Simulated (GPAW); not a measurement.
Runs of GPAW 26.7.0 on SnTe3. The structure is cubic, space group Fm-3m (No. 225). The conventional cell has a = 7.722 Å, b = 7.722 Å, c = 7.722 Å, α = 90.00°, β = 90.00°, γ = 90.00°. Te (site symmetry m-3m) is surrounded by 8 Te at 3.34 Å. Around Te (site symmetry -43m) lie 4 Te at 3.34 Å and 4 Sn at 3.34 Å. Sn (site symmetry m-3m) has 8 Te at 3.34 Å as nearest neighbours. The cell comes from a database or a generator and needn't be the stable form of this composition.

```tsv
task	level	potentials or basis	cell	k mesh	cutoff (eV)	maxiter	band path	band points	convergence	gap on the mesh (eV)	pressure (GPa)
band structure	LDA	the program's PAW data sets (release 1.2.1) made for this functional, pw	as given	6 × 6 × 6	600	150	GXWKGLUWLK,UX	60	-	-	-4.2
single point	LDA	the program's PAW data sets (release 1.2.1) made for this functional, pw	as given	5 × 5 × 5	450	120	-	-	default	-	(a)
band structure	PBEsol	PAW data sets generated in the run's folder for this functional, pw	as given	6 × 6 × 6	600	150	GXWKGLUWLK,UX	60	-	-	-3.2
single point	PBEsol	PAW data sets generated in the run's folder for this functional, pw	atoms moved at random, drawn with an rms of 0.05 Å	6 × 6 × 6	600	150	-	-	-	none	-3.2
single point	PBEsol	PAW data sets generated in the run's folder for this functional, pw	as given	6 × 6 × 6	600	150	-	-	-	none	-3.2
```

Alike in all rows: no spin polarisation; smearing fermi-dirac 0.05 eV.

Task: Estimate the missing entries.

Result: (a) -4.5.

Caveats: spin-orbit coupling is left out, which moves the levels of the heavy elements (some runs); the cutoff is short for stress and forces, so pressures can be off by a GPa or more (some runs).

A k mesh can miss the band edges, and the runs leave out spin-orbit coupling on Sn, Te.

A gap of «none» marks a metal or a gap under the smearing width.
